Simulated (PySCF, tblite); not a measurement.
# C₃H₉OSeSi radical: geometry, infrared bands and EPR parameters

What infrared bands and EPR parameters should C₃H₉OSeSi radical (`C[C](O)C[SiH2][SeH]`) show?

The runs use tblite 0.8.0 and PySCF 2.14.0, with density-fitted response routines of our own; the level of theory stands in each step. All values are computed, except where a source is named. Atoms count from 0, in the outputs and in this text.

## 1. The starting structure

15 atoms, charge 0, multiplicity 2; geometry from: force field or distance geometry start.

Bonds of the start (Å): C0–C1 1.47, C1–O2 1.38, C1–C3 1.51, C3–Si4 1.89, Si4–Se5 2.28, C0–H6 1.12, C0–H7 1.11, C0–H8 1.13, O2–H9 0.98, C3–H10 1.10, C3–H11 1.10, Si4–H12 1.48, Si4–H13 1.46, Se5–H14 1.56.

## 2. Relaxing the molecule with GFN2-xTB

What the job is given:

```
{"job": {"kind": "relax", "xc": "GFN2-xTB", "basis": "xTB"}, "charge": 0, "multiplicity": 2}
C     -2.099700     0.257500    -0.473300
C     -0.881200    -0.547200    -0.267500
O     -0.799400    -1.271000     0.909700
C      0.327200     0.352400    -0.406700
Si     1.882100    -0.686500    -0.118700
Se     3.319600     0.660000     1.032300
H     -2.748300    -0.096000    -1.315700
H     -2.721300     0.444900     0.433100
H     -1.764100     1.291700    -0.768800
H     -1.630700    -1.402100     1.410300
H      0.293100     0.731200    -1.439500
H      0.238000     1.146500     0.351600
H      1.606300    -1.842500     0.757800
H      2.371600    -1.048400    -1.449200
H      2.602500     2.017400     1.322600
```

Started as:

```sh
$ OMP_NUM_THREADS=1 python probes_run.py task.json out
```

One launch serves the whole session: the jobs run in the order shown.

Output:

```text
step      E/eV     max force
  0    -541.69863    2.181
  1    -541.86794    1.261
  2    -541.98767    0.724
  3    -542.02768    0.574
  4    -542.06683    0.667
  5    -542.10883    0.651
  6    -542.16786    0.810
  7    -542.21543    0.856
  8    -542.25559    0.583
  9    -542.28121    0.339
 10    -542.29398    0.319
 11    -542.30293    0.223
 12    -542.30757    0.140
 13    -542.31091    0.167
 14    -542.31361    0.128
 15    -542.31555    0.126
 16    -542.31724    0.093
 17    -542.31915    0.154
 18    -542.32150    0.168
 19    -542.32388    0.147
 20    -542.32566    0.125
 21    -542.32707    0.124
 22    -542.32889    0.140
 23    -542.33112    0.145
 24    -542.33309    0.126
 25    -542.33449    0.091
 26    -542.33565    0.098
 27    -542.33687    0.115
 28    -542.33832    0.104
 29    -542.33983    0.125
 30    -542.34075    0.244
 31    -542.34246    0.127
 32    -542.34378    0.097
 33    -542.34603    0.081
 34    -542.34661    0.081
 35    -542.34849    0.100
 36    -542.34990    0.104
 37    -542.35117    0.098
 38    -542.35202    0.106
 39    -542.35300    0.125
 40    -542.35486    0.142
 41    -542.35800    0.150
 42    -542.36145    0.199
 43    -542.36577    0.203
 44    -542.37045    0.151
 45    -542.36363    0.812
 46    -542.37669    0.199
 47    -542.37973    0.209
 48    -542.37273    0.475
 49    -542.38846    0.115
 50    -542.39210    0.162
 51    -542.39141    0.411
 52    -542.40147    0.185
 53    -542.40468    0.207
 54    -542.41382    0.279
 55    -542.41820    0.210
 56    -542.42266    0.190
 57    -542.42658    0.144
 58    -542.43076    0.170
 59    -542.43468    0.195
 60    -542.43982    0.160
 61    -542.44332    0.148
 62    -542.44471    0.123
 63    -542.44665    0.114
 64    -542.44783    0.090
 65    -542.44939    0.082
 66    -542.45105    0.077
 67    -542.45277    0.073
 68    -542.45392    0.068
 69    -542.45469    0.075
 70    -542.45525    0.097
 71    -542.45602    0.077
 72    -542.45688    0.058
 73    -542.45758    0.059
 74    -542.45879    0.086
 75    -542.46011    0.079
 76    -542.46140    0.072
 77    -542.46229    0.071
 78    -542.46298    0.112
 79    -542.46382    0.143
 80    -542.46516    0.138
 81    -542.46730    0.106
 82    -542.46904    0.115
 83    -542.47097    0.138
 84    -542.47338    0.149
 85    -542.47573    0.156
 86    -542.47806    0.106
 87    -542.47945    0.097
 88    -542.48096    0.102
 89    -542.48151    0.158
 90    -542.48347    0.134
 91    -542.48583    0.201
 92    -542.49131    0.311
 93    -542.49155    0.423
 94    -542.49734    0.247
 95    -542.50084    0.112
 96    -542.50326    0.109
 97    -542.50522    0.124
 98    -542.50914    0.119
 99    -542.51151    0.125
100    -542.51446    0.113
101    -542.51596    0.098
102    -542.51696    0.097
103    -542.51774    0.080
104    -542.51873    0.083
105    -542.52010    0.109
106    -542.52166    0.123
107    -542.52354    0.117
108    -542.52556    0.096
109    -542.52710    0.076
110    -542.52832    0.097
111    -542.52944    0.115
112    -542.53058    0.121
113    -542.53194    0.114
114    -542.53331    0.107
115    -542.53468    0.141
116    -542.53599    0.126
117    -542.53800    0.120
118    -542.54090    0.117
119    -542.54499    0.112
120    -542.54793    0.098
121    -542.54556    0.349
122    -542.55003    0.058
123    -542.55059    0.052
124    -542.55129    0.084
125    -542.55197    0.106
126    -542.55290    0.102
127    -542.55366    0.072
128    -542.55413    0.060
129    -542.55446    0.045
130    -542.55481    0.054
131    -542.55524    0.063
132    -542.55567    0.072
133    -542.55614    0.058
134    -542.55637    0.040
135    -542.55670    0.039
136    -542.55692    0.035
137    -542.55709    0.021
138    -542.55716    0.020
139    -542.55722    0.014
140    -542.55727    0.015
141    -542.55734    0.015
142    -542.55741    0.019
143    -542.55748    0.017
144    -542.55753    0.015
145    -542.55757    0.013
146    -542.55760    0.013
147    -542.55763    0.016
148    -542.55767    0.019
149    -542.55773    0.022
150    -542.55780    0.023
151    -542.55789    0.026
152    -542.55799    0.029
153    -542.55813    0.030
154    -542.55828    0.034
155    -542.55844    0.033
156    -542.55859    0.025
157    -542.55872    0.025
158    -542.55879    0.023
159    -542.55883    0.017
160    -542.55886    0.007
```

Wall time 1.1 s (1 thread of Arm Neoverse V1, shared host).

The steps of the relaxation: (not every step is listed)

```
step  energy from step 0 (eV)  largest force (eV/Å)
   0                   0.0000                2.1809
   1                  -0.1693                1.2605
   2                  -0.2890                0.7240
   3                  -0.3291                0.5738
   4                  -0.3682                0.6671
   5                  -0.4102                0.6511
   6                  -0.4692                0.8101
   7                  -0.5168                0.8564
   8                  -0.5570                0.5831
  22                  -0.6303                0.1395
  36                  -0.6513                0.1041
  50                  -0.6935                0.1617
  64                  -0.7492                0.0903
  78                  -0.7644                0.1120
  92                  -0.7927                0.3110
 106                  -0.8230                0.1232
 120                  -0.8493                0.0977
 134                  -0.8577                0.0404
 148                  -0.8590                0.0186
 155                  -0.8598                0.0328
 156                  -0.8600                0.0245
 157                  -0.8601                0.0253
 158                  -0.8602                0.0227
 159                  -0.8602                0.0173
 160                  -0.8602                0.0075
```

Distances of close pairs at the start and the end, largest changes first:

```
   bond  before (Å)  after (Å)  change (Å)
Se5–H14       1.562      1.438      -0.124
  C1–C3       1.513      1.459      -0.054
 C3–Si4       1.892      1.939      +0.046
  C0–H8       1.127      1.086      -0.041
  C0–H6       1.120      1.098      -0.023
  C0–H7       1.115      1.093      -0.022
Si4–H12       1.477      1.459      -0.018
Si4–Se5       2.281      2.298      +0.017
```

The final coordinates are the input of the step that follows.

## 3. Infrared spectrum with GFN2-xTB

What the job is given:

```
{"job": {"kind": "ir", "xc": "GFN2-xTB", "basis": "xTB"}, "charge": 0, "multiplicity": 2}
C     -1.827184    -0.047748    -0.869949
C     -1.070736     0.044085     0.406069
O     -1.347084    -0.871807     1.399591
C      0.228083     0.701122     0.510875
Si     1.601749    -0.477566    -0.183163
Se     3.680062     0.488034    -0.012236
H     -1.680297    -1.016426    -1.364998
H     -2.900326     0.069170    -0.697890
H     -1.502887     0.732037    -1.552208
H     -2.133545    -1.375841     1.165710
H      0.235446     1.637053    -0.044837
H      0.456504     0.908963     1.555810
H      1.631296    -1.725013     0.571988
H      1.381247    -0.715060    -1.609787
H      3.243258     1.656987     0.703116
```

Output:

```text
mode    cm-1     km/mol
  1      34.1      2.24
  2      47.7     14.96
  3      67.3      3.49
  4      71.4      2.23
  5      85.5      3.02
  6     122.4      2.30
  7     275.0     15.50
  8     307.4    131.89
  9     350.1      6.82
 10     362.5     66.38
 11     413.2     20.11
 12     418.6      3.08
 13     562.5      8.71
 14     580.0     39.29
 15     651.8     23.49
 16     702.4    292.63
 17     752.4    301.94
 18     792.9     35.88
 19     833.7     56.37
 20     998.4      6.50
 21    1011.6      8.38
 22    1082.0     58.39
 23    1113.7    109.71
 24    1168.7      5.37
 25    1315.7    231.04
 26    1349.8     49.71
 27    1400.7      9.80
 28    1437.1      4.53
 29    1471.2      6.94
 30    1483.6      2.97
 31    2039.6    307.47
 32    2258.3    260.18
 33    2299.0    208.73
 34    2875.3     38.68
 35    2960.3     57.81
 36    2984.7     13.99
 37    2993.9     19.95
 38    3060.2     17.66
 39    3548.9     40.78
```

Wall time 0.51 s (1 thread of Arm Neoverse V1, shared host).

The strongest bands and the atoms that carry them (share of the mass-weighted mode):

```
cm⁻¹  km/mol                                   atoms
 307   131.9                        H9 70 %, C1 18 %
 702   292.6  H13 41 %, H12 31 %, H14 16 %, Si4 10 %
 752   301.9                      H13 49 %, H12 45 %
1114   109.7                                 H9 64 %
1316   231.0              C1 61 %, O2 14 %, H10 10 %
2040   307.5                                H14 99 %
2258   260.2                                H13 95 %
2299   208.7                                H12 96 %
```

## 4. EPR parameters: B3LYP/def2-TZVP-core+pcH-1

Settings changed since step 3:

```diff
@@ -1,2 +1,2 @@
-{"job": {"kind": "ir", "xc": "GFN2-xTB", "basis": "xTB"}, "charge": 0, "multiplicity": 2}
+{"job": {"kind": "epr", "basis": "pcH-1"}, "charge": 0, "multiplicity": 2}
 C     -1.827184    -0.047748    -0.869949
```

Method: UKS B3LYP, def2-TZVP-core on Se, pcH-1 on C H O Si, non-relativistic, mean-field spin-orbit, GIAO.

Output:

```text
UKS, coarse grid
  cycle   1  E = -2885.94319028  |g| = 1.51e+00
  cycle   2  E = -2885.86038153  |g| = 8.53e-01
  cycle   3  E = -2885.96241645  |g| = 5.71e-01
  cycle   4  E = -2886.06241915  |g| = 9.21e-02
  cycle   5  E = -2886.06435076  |g| = 2.82e-02
  cycle   6  E = -2886.06467347  |g| = 7.81e-03
  cycle   7  E = -2886.06470803  |g| = 2.15e-03
  cycle   8  E = -2886.06471038  |g| = 9.04e-04
UKS, final grid
  cycle   1  E = -2886.06485792  |g| = 9.97e-04
  cycle   2  E = -2886.06485765  |g| = 1.29e-03
  cycle   3  E = -2886.06485834  |g| = 1.37e-04
  cycle   4  E = -2886.06485835  |g| = 5.36e-05
  cycle   5  E = -2886.06485835  |g| = 2.32e-05
E = -2886.06485835 Eh   <S^2> = 0.7542 (exact 0.7500)
g shifts (ppm)      1          2          3
  rmc          -194       -194       -194
  gc              2         15         31
  oz_so         787       1233       1931
  total         595       1054       1768
hyperfine (MHz)  atom isotope    a_iso     a_fc   dipolar eigenvalues
    0   13C     -22.73     -22.74     -1.84     -1.12      2.96
    1   13C     131.46     131.54    -75.30    -74.25    149.55
    2   17O     -18.73     -18.79    -52.73     25.11     27.62
    3   13C     -25.20     -25.20     -1.97     -1.21      3.18
    4  29Si    -168.91    -169.12    -23.08     10.34     12.74
    5  77Se      -5.52      -4.80    -14.37    -11.93     26.30
    6    1H     106.32     106.32     -3.91     -3.47      7.38
    7    1H      69.31      69.31     -5.05     -4.20      9.25
    8    1H       3.10       3.10     -5.07     -3.65      8.72
    9    1H      -9.47      -9.50    -11.10     -7.30     18.40
   10    1H      30.53      30.52     -4.64     -4.06      8.70
   11    1H      42.28      42.27     -4.51     -3.99      8.50
   12    1H      -1.69      -1.69     -2.25     -1.24      3.49
   13    1H      -3.75      -3.75     -2.35     -1.19      3.53
   14    1H       8.47       8.44     -1.31     -0.40      1.71
```

Run time: 4.2 min. Hardware: 1 thread of Arm Neoverse V1, shared host; peak memory 1.3 GiB.

Principal g values 2.00291, 2.00337, 2.00409; g(iso) = 2.00346, against 2.00232 for a free electron.

Mean a(iso) over the nuclei that a row names, and the largest dipolar term of the row (other rows stand at the frozen geometry):

```
    nuclei  isotope  a(iso) (MHz)  a(iso) (G, at g = 2.0023)  largest dipolar term (MHz)
       Si4     29Si        -168.9                      -60.3                       -23.1
        C1      13C         131.5                       46.9                       149.5
H6, H7, H8       1H          59.6                       21.3                         9.2
  H10, H11       1H          36.4                       13.0                         8.7
        C3      13C         -25.2                       -9.0                         3.2
        C0      13C         -22.7                       -8.1                         3.0
        O2      17O         -18.7                       -6.7                       -52.7
        H9       1H          -9.5                       -3.4                        18.4
       H14       1H           8.5                        3.0                         1.7
       Se5     77Se          -5.5                       -2.0                        26.3
  H12, H13       1H          -2.7                       -1.0                         3.5
```

Mulliken spin populations:

C0 -0.07; C1 0.81; O2 0.10; C3 -0.08; Si4 0.10; Se5 0.02; H6 0.06; H7 0.03; H8 0.00; H9 0.00; H10 0.01; H11 0.02; H12 0.00; H13 0.00; H14 0.00

In first order the couplings over 0.8 MHz of 1H give 144 distinct lines over 98.1 G, if the averaged nuclei exchange fast; the same motion can average rows kept apart here too.

Orbitals, density, ELF and potential are computed afterwards from the orbital file.

ELF in a plane through or near 4 of the atoms.

Ten even steps from '0' (0.00) to '9' (1.00):
```
0000000000000000000000000000
0000000000000000000000000000
0000000000000000000000000000
0000000000000013541000000000
0000000000000027874000000000
0000011000011027886200000000
0001232100045105886200000000
0003444200156414762000000000
0014566411266572241000000000
0024567532585393274488400000
0025532543477554875999910000
0025644542244301522999910000
0026777751011103896799500000
0016788750000008999332100000
0004677630000008999100000000
0001345410000005997000000000
0000011000000000341000000000
0000000000000000000000000000
0000000000000000000000000000
0000000000000000000000000000
```
The map spans 12.6 Å across and 8.5 Å up, centred on the molecule. Atoms in the plane (x, y in Å): C0 (1.9, -0.7), C1 (1.0, 0.4), H7 (2.9, -0.5), H8 (1.5, -1.6).

log10 of the density (e/Å³) in the same plane.

Ten even steps from '0' (-4.0) to '9' (1.5):
```
0000000000000000000000000000
0000000000000000110000000000
0000000000000022332100000000
0000000000111234444210000000
0001112111223345665421000000
0012233222344456776431000000
0123344333455557776532000000
1234455444566667776432100000
1234566555567777876443210000
1245667655677778976554321000
2345677665667766777775421000
1345677665556656778775421000
1235666654455445777665321000
1234555544444345776544320000
0123444443333335665433210000
0122333332222234454322100000
0011222221111112333210000000
0000111110000001121100000000
0000000000000000000000000000
0000000000000000000000000000
```
The map spans 12.6 Å across and 8.5 Å up, centred on the molecule. Atoms in the plane (x, y in Å): C0 (1.9, -0.7), C1 (1.0, 0.4), H7 (2.9, -0.5), H8 (1.5, -1.6).

On the surface of density 0.002 e/bohr³ the electrostatic potential runs, from the 1st to the 99th percentile, from -1.18 V near O2 to 2.48 V near H9.

The spin density lies nearest to C1 58 %; O2 12 %; Si4 6 %.

## 5. Summary of results

```
                                                                  quantity                    value
                                 strongest single infrared mode (GFN2-xTB)    2040 cm⁻¹, 307 km/mol
                                              zero-point energy (GFN2-xTB)            66.2 kcal/mol
                                                            g(iso) (B3LYP)                  2.00346
                                                                      ⟨S²⟩       0.754 (exact 0.75)
                                        largest a(iso) (averaged by class)  29Si on Si4, -168.9 MHz
potential on the surface of density 0.002 e/bohr³, 1st and 99th percentile       -1.18 V and 2.48 V
```

What this shows: Over 160 steps the energy fell by 0.860 eV; of the close pairs, Se5–H14 changed most, 1.562 to 1.438 Å. All 39 modes are real, so the xTB geometry is a minimum. The strongest single mode, at 2040 cm⁻¹, moves mainly H14. GFN2-xTB is a fitted tight-binding method: band positions and strengths are rough. Its intensities can rank the bands wrongly. Most of the unpaired spin sits on C1 (0.81 e). The isotropic g lies 1.1 ppt above the free-electron value. The hyperfine terms hold no scalar relativity, which the heavier nuclei need. These values are for one conformer; the search (at its own cheap level) found 2 more, at 0.15, 0.46 kcal/mol, and measured spectra average over such forms.
